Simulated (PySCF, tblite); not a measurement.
# C5H12OS: a rotation path, then NMR shifts on frames, part 2 of 2

tblite 0.8.0 and PySCF 2.14.0. Atoms count from 0.

## (6) Shielding tensors: image 6, PBE0/pcSseg-1

What the job is given:

```
{"job": {"kind": "nmr", "xc": "PBE0", "basis": "pcSseg-1", "pop": false}, "charge": 0, "multiplicity": 1}
C     -2.313500    -0.340100    -0.611500
C     -1.207300    -0.324400     0.438500
C     -0.140400     0.723100     0.148400
C      0.655200     1.126000     1.377800
S      0.995300     0.199800    -1.270400
C      2.296500    -0.713600    -0.327100
O      0.292500    -0.847200    -2.015300
H     -2.756300     0.648800    -0.717500
H     -1.912400    -0.647500    -1.572500
H     -3.095700    -1.037900    -0.322200
H     -0.749000    -1.314400     0.492100
H     -1.643600    -0.107700     1.418800
H     -0.617800     1.615100    -0.268600
H      1.133900     0.269200     1.845700
H     -0.011000     1.574500     2.114100
H      1.415600     1.860600     1.121900
H      2.929000    -0.004400     0.192100
H      1.845600    -1.424700     0.354700
H      2.873500    -1.246100    -1.076900
```

Method: GIAO PBE0/pcSseg-1 NMR shielding, non-relativistic, gas phase.

Standard output:

```text
coarse grid: 15584 points
cycle   1  E = -670.3817417809  dE =  8.592e-01  |g| = 9.141e-01  |ddm| = 3.828e+00
cycle   2  E = -669.6523375101  dE =  7.294e-01  |g| = 2.075e+00  |ddm| = 3.905e+00
cycle   3  E = -670.5329654472  dE = -8.806e-01  |g| = 2.712e-01  |ddm| = 3.363e+00
cycle   4  E = -670.5488606113  dE = -1.590e-02  |g| = 1.051e-01  |ddm| = 3.725e-01
cycle   5  E = -670.5514867587  dE = -2.626e-03  |g| = 2.146e-02  |ddm| = 1.244e-01
cycle   6  E = -670.5515903311  dE = -1.036e-04  |g| = 6.595e-03  |ddm| = 2.789e-02
cycle   7  E = -670.5516005075  dE = -1.018e-05  |g| = 1.526e-03  |ddm| = 7.520e-03
cycle   8  E = -670.5516010667  dE = -5.592e-07  |g| = 4.812e-04  |ddm| = 2.453e-03
final grid: 143464 points
cycle   9  E = -670.6080940603  dE = -5.900e-05  |g| = 1.212e-02  |ddm| = 4.156e-02
cycle  10  E = -670.6080462352  dE =  4.783e-05  |g| = 1.901e-02  |ddm| = 3.037e-02
cycle  11  E = -670.6081268164  dE = -8.058e-05  |g| = 3.501e-03  |ddm| = 2.227e-02
cycle  12  E = -670.6081292008  dE = -2.384e-06  |g| = 3.130e-04  |ddm| = 3.387e-03
cycle  13  E = -670.6081292217  dE = -2.094e-08  |g| = 1.454e-04  |ddm| = 5.635e-04
cycle  14  E = -670.6081292263  dE = -4.626e-09  |g| = 3.973e-05  |ddm| = 1.592e-04
cycle  15  E = -670.6081292267  dE = -3.652e-10  |g| = 9.129e-06  |ddm| = 4.707e-05
converged SCF energy = -670.6081292267

GIAO shielding tensors (ppm)
atom      isotropic    diamagn.    paramagn.     s11        s22        s33       span
  0 C      169.127     246.840     -77.713    153.640    166.985    186.756     33.116
  1 C      159.510     248.305     -88.795    139.710    160.259    178.561     38.851
  2 C      124.853     255.536    -130.683    102.442    126.167    145.949     43.507
  3 C      169.018     248.662     -79.643    154.445    168.841    183.769     29.324
  4 S      171.024    1053.791    -882.766     36.724     80.464    395.885    359.161
  5 C      148.921     255.340    -106.419    114.149    148.402    184.211     70.062
  6 O      283.315     399.694    -116.379     52.515    311.092    486.338    433.824
  7 H       31.099      30.255       0.844     27.118     29.072     37.107      9.989
  8 H       29.199      30.384      -1.185     21.962     31.348     34.285     12.323
  9 H       30.738      28.618       2.120     25.932     27.587     38.695     12.763
 10 H       29.479      32.789      -3.311     26.331     29.222     32.884      6.553
 11 H       30.332      32.291      -1.959     24.452     30.578     35.967     11.515
 12 H       29.046      34.783      -5.737     26.478     28.497     32.162      5.683
 13 H       30.803      32.174      -1.371     26.879     30.434     35.097      8.218
 14 H       30.569      30.367       0.201     25.870     28.158     37.678     11.807
 15 H       30.980      30.935       0.045     26.623     28.392     37.927     11.303
 16 H       30.280      31.027      -0.748     25.443     29.269     36.127     10.684
 17 H       29.153      32.753      -3.601     25.703     29.162     32.592      6.889
 18 H       29.543      29.367       0.177     26.534     27.199     34.898      8.364
```

Wall time 25 s (1 thread of Arm Neoverse V1, shared host); peak memory 0.9 GiB.

This run: δ C2 62.1, C5 38.0, C1 27.4, C3 17.9, H12 2.67, H17 2.56 ppm.

## (7) Shielding tensors: image 8, PBE0/pcSseg-1

What the job is given:

```
{"job": {"kind": "nmr", "xc": "PBE0", "basis": "pcSseg-1", "pop": false}, "charge": 0, "multiplicity": 1}
C     -2.167300    -0.499400    -0.576000
C     -1.099700    -0.315900     0.496600
C     -0.130700     0.811600     0.168400
C      0.654100     1.299700     1.373700
S      1.102800     0.421300    -1.195300
C      2.064400    -0.913800    -0.354100
O      0.373000    -0.252100    -2.271600
H     -2.759000     0.407900    -0.680400
H     -1.705000    -0.722000    -1.532900
H     -2.834300    -1.316300    -0.310300
H     -0.556500    -1.253700     0.633100
H     -1.580100    -0.084400     1.453100
H     -0.688600     1.646600    -0.266300
H      1.087400     0.464900     1.919800
H      0.001900     1.842500     2.055600
H      1.452400     1.969900     1.061300
H      2.666300    -0.474800     0.431400
H      1.403800    -1.679800     0.033400
H      2.705200    -1.342900    -1.117400
```

Method: GIAO PBE0/pcSseg-1 NMR shielding, non-relativistic, gas phase.

Standard output:

```text
coarse grid: 15584 points
cycle   1  E = -670.3856068136  dE =  8.691e-01  |g| = 9.124e-01  |ddm| = 3.831e+00
cycle   2  E = -669.6864143097  dE =  6.992e-01  |g| = 2.043e+00  |ddm| = 3.930e+00
cycle   3  E = -670.5362873718  dE = -8.499e-01  |g| = 2.684e-01  |ddm| = 3.379e+00
cycle   4  E = -670.5518890803  dE = -1.560e-02  |g| = 1.022e-01  |ddm| = 3.735e-01
cycle   5  E = -670.5543698909  dE = -2.481e-03  |g| = 2.113e-02  |ddm| = 1.215e-01
cycle   6  E = -670.5544704873  dE = -1.006e-04  |g| = 6.351e-03  |ddm| = 2.722e-02
cycle   7  E = -670.5544798808  dE = -9.394e-06  |g| = 1.481e-03  |ddm| = 7.335e-03
final grid: 143464 points
cycle   8  E = -670.6102423797  dE = -4.052e-05  |g| = 1.282e-02  |ddm| = 3.529e-02
cycle   9  E = -670.6101856093  dE =  5.677e-05  |g| = 2.061e-02  |ddm| = 3.307e-02
cycle  10  E = -670.6102777152  dE = -9.211e-05  |g| = 3.583e-03  |ddm| = 2.447e-02
cycle  11  E = -670.6102802328  dE = -2.518e-06  |g| = 2.723e-04  |ddm| = 3.377e-03
cycle  12  E = -670.6102802508  dE = -1.795e-08  |g| = 1.168e-04  |ddm| = 5.177e-04
cycle  13  E = -670.6102802538  dE = -3.073e-09  |g| = 2.954e-05  |ddm| = 1.246e-04
cycle  14  E = -670.6102802540  dE = -1.939e-10  |g| = 6.374e-06  |ddm| = 3.393e-05
converged SCF energy = -670.6102802540

GIAO shielding tensors (ppm)
atom      isotropic    diamagn.    paramagn.     s11        s22        s33       span
  0 C      171.121     246.849     -75.728    156.989    170.352    186.021     29.032
  1 C      158.828     248.332     -89.503    140.456    156.863    179.167     38.710
  2 C      125.661     255.457    -129.796    109.328    123.364    144.291     34.963
  3 C      169.963     249.173     -79.210    159.841    163.788    186.259     26.418
  4 S      149.263    1053.644    -904.382    -22.140     66.195    403.733    425.874
  5 C      151.820     255.554    -103.734    120.276    146.628    188.555     68.279
  6 O      271.718     399.264    -127.547     61.348    289.578    464.227    402.879
  7 H       30.898      30.198       0.699     26.956     28.826     36.911      9.955
  8 H       28.907      30.458      -1.551     21.285     30.892     34.544     13.260
  9 H       30.824      28.881       1.943     26.030     27.798     38.644     12.614
 10 H       29.427      33.217      -3.790     25.977     29.830     32.473      6.496
 11 H       30.077      32.150      -2.073     24.267     30.155     35.810     11.542
 12 H       29.060      34.564      -5.505     26.232     28.852     32.095      5.863
 13 H       31.321      32.003      -0.682     27.395     30.663     35.904      8.509
 14 H       30.588      30.136       0.452     26.049     27.839     37.876     11.828
 15 H       31.017      30.546       0.470     26.528     28.737     37.785     11.256
 16 H       30.273      31.332      -1.059     25.346     29.393     36.081     10.735
 17 H       29.054      32.847      -3.794     25.241     29.767     32.153      6.912
 18 H       29.427      29.436      -0.009     26.568     26.851     34.863      8.296
```

Run time: 25 s. Hardware: 1 thread of Arm Neoverse V1, shared host; peak memory 0.9 GiB.

Key values: δ C2 61.3, C5 35.1, C1 28.1, C3 17.0, H8 2.81, H17 2.66 ppm.

## (8) Side by side: NMR shifts

Shifts (ppm) of some atoms, chosen among heavy atoms and hydrogens apart, with basis size and wall time:

| frame | C5 | C0 | C3 | H13 | H8 | S4 | O6 | functions | time |
| --- | --- | --- | --- | --- | --- | --- | --- | --- | --- |
| image 0 | 41.3 | 14.9 | 8.8 | 2.36 | 1.60 | 292 | 25.0 | 186 | 33 s |
| image 2 | 41.2 | 13.9 | 14.0 | 1.73 | 1.54 | 309 | 22.9 | 186 | 24 s |
| image 5 | 40.3 | 18.0 | 18.8 | 1.32 | 1.99 | 319 | 49.7 | 186 | 25 s |
| image 6 | 38.0 | 17.8 | 17.9 | 0.91 | 2.52 | 333 | 52.8 | 186 | 25 s |
| image 8 | 35.1 | 15.8 | 17.0 | 0.40 | 2.81 | 354 | 64.4 | 186 | 25 s |

## (9) Outcome

What follows sums up all 2 parts.

| quantity | value |
| --- | --- |
| barrier | 0.180 eV (4.2 kcal/mol) at image 5 |
| end to end (GFN2-xTB) | 0.090 eV |
| 13C shifts against TMS (PBE0/pcSseg-1, image 0) | 65.0, 41.3, 28.9, 14.9, 8.8 ppm |
| 1H shifts against TMS (PBE0/pcSseg-1, image 0) | 2.48, 2.47, 2.36, 1.72, 1.64, 1.60, 1.44, 1.28, 1.12, 1.05, 0.66, 0.62 ppm |
| 33S shifts against CS2 (PBE0/pcSseg-1, image 0) | 292 ppm |
| 17O shifts against H2O (PBE0/pcSseg-1, image 0) | 25.0 ppm |
| surface potential, 1st and 99th percentile | -2.10 V and 1.17 V |
| range of the shift of S4 | 292 to 354 ppm |

**Reading.** Along the band the dihedral turns by 134°, and the top (dihedral 18°) lies 4.2 kcal/mol above the start (GFN2-xTB, rough), so at room temperature this motion is fast. The top was not checked by a frequency run. Shifts at one fixed geometry are not the observed spectrum, which averages over the motion. In ppm, S4 moves most: its shift spreads over 62 ppm, from 292 (image 0) to 354 (image 8).
